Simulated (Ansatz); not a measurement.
# C₃H₇NSe: a ladder of functionals and wavefunction methods

Aim: compute C₃H₇NSe with functionals from several rungs and with coupled cluster, and see how far each lands from CCSD(T) at the basis-set limit for the atomisation energy.

Computed with Ansatz 0.2.0, Gaussian basis. Level: functionals in def2-TZVPP, the program's frozen cores in correlated methods.

The runs, in order: PBE-D4, r2SCAN-D4, PBE0-D4, B3LYP-D4, ωB97X-V, ωB97M-V, B2PLYP; CCSD(T)/def2-TZVPP; MP2/def2-QZVPP; extrapolation to the limit.

## 1. The relaxed structure

An earlier PBE0-D4 in a triple-zeta def2 set relaxation fixed the geometry.

SMILES `C[Se]CC=N`, 12 atoms, charge 0, spin multiplicity 1.

Atoms are counted from 1 here; the program's logs count them from 0.

Bond lengths: C1–Se2 1.943 Å, C1–H6 1.089 Å, C1–H7 1.089 Å, C1–H8 1.089 Å, Se2–C3 1.942 Å, C3–C4 1.505 Å, C3–H9 1.094 Å, C3–H10 1.093 Å, C4–N5 1.259 Å, C4–H11 1.096 Å, N5–H12 1.027 Å. Angles: Se2–C1–H6 110.1°, Se2–C1–H7 106.7°, Se2–C1–H8 110.5°, H6–C1–H7 109.4°, H6–C1–H8 110.6°, H7–C1–H8 109.5°, C1–Se2–C3 97.0°, Se2–C3–C4 115.6°, Se2–C3–H9 106.3°, Se2–C3–H10 108.8°, C4–C3–H9 109.4°, C4–C3–H10 110.0°, H9–C3–H10 106.3°, C3–C4–N5 128.5°, C3–C4–H11 113.9°, N5–C4–H11 117.6°, C4–N5–H12 109.4°.

## 2. PBE-D4 (GGA)

in.yaml

```yaml
crystal:
  periodic: [false, false, false]
  atoms:
    - {symbol: C, position_ang: [-1.536713, 0.398445, 1.022518]}
    - {symbol: Se, position_ang: [0.207063, 1.251852, 0.937789]}
    - {symbol: C, position_ang: [1.180559, -0.270321, 0.226515]}
    - {symbol: C, position_ang: [0.942766, -0.573526, -1.228378]}
    - {symbol: N, position_ang: [0.324295, 0.115452, -2.081088]}
    - {symbol: H, position_ang: [-1.509571, -0.439000, 1.718283]}
    - {symbol: H, position_ang: [-2.236268, 1.149444, 1.387106]}
    - {symbol: H, position_ang: [-1.845646, 0.064704, 0.033465]}
    - {symbol: H, position_ang: [2.242163, -0.055610, 0.383630]}
    - {symbol: H, position_ang: [0.952037, -1.149826, 0.834525]}
    - {symbol: H, position_ang: [1.383094, -1.520130, -1.562359]}
    - {symbol: H, position_ang: [-0.026779, 0.973317, -1.638105]}
basis:
  gaussian: {orbitals: def2-TZVPP}
hamiltonian: {xc: pbe, dispersion: d4}
output: {forces: true, orbitals: {seedname: orbitals}}
```

Launch:

```sh
$ ansatz run in.yaml --threads 4 --pin off --events-out ev --progress --plain --max-ram 10444MiB
```

The runs that follow: r2SCAN-D4 (meta-GGA); PBE0-D4 (hybrid); B3LYP-D4 (hybrid); ωB97X-V (range-separated); ωB97M-V (range-separated); B2PLYP (double hybrid); CCSD(T) in def2-TZVPP; MP2 in def2-QZVPP.

Q: Predict the results of all the runs planned. Wanted: atomisation energy, CCSD(T)/CBS; farthest; mean size of error, hybrid; mean size of error, range-separated; gap, smallest and largest; T1 diagnostic; triples share of the correlation energy.

The runs gave:

| quantity | value |
| --- | --- |
| atomisation energy, CCSD(T)/CBS | 46.600 eV |
| functionals within 0.466 eV (1.0 %) | r2SCAN-D4, PBE0-D4, B3LYP-D4, ωB97X-V, ωB97M-V |
| farthest | PBE-D4 (+1.315 eV) |
| mean size of error, hybrid | 0.205 eV |
| mean size of error, range-separated | 0.066 eV |
| gap, smallest and largest | 4.06 eV (PBE-D4), 10.95 eV (ωB97X-V) |
| T1 diagnostic | 0.0104 |
| triples share of the correlation energy | 4.1 % |

What this shows: PBE-D4 is off by +1.315 eV. Double hybrids carry the basis error of their MP2 part in triple zeta, and no dispersion term here, so their miss is partly the set-up's. The reference freezes the cores and leaves out relativity and excitations past (T), and its outer-core shells are covered unevenly, so misses under about 0.466 eV can't be ranked. All levels share the lack of spin-orbit coupling, which lowers the free heavy atoms and so the true binding. Hartree-Fock recovers 70 % of the binding; the rest is correlation. Orbital gaps span 4.1 to 10.9 eV; exact exchange widens them. Correlated methods include outer-core shells of Se, which these sets cover unevenly.
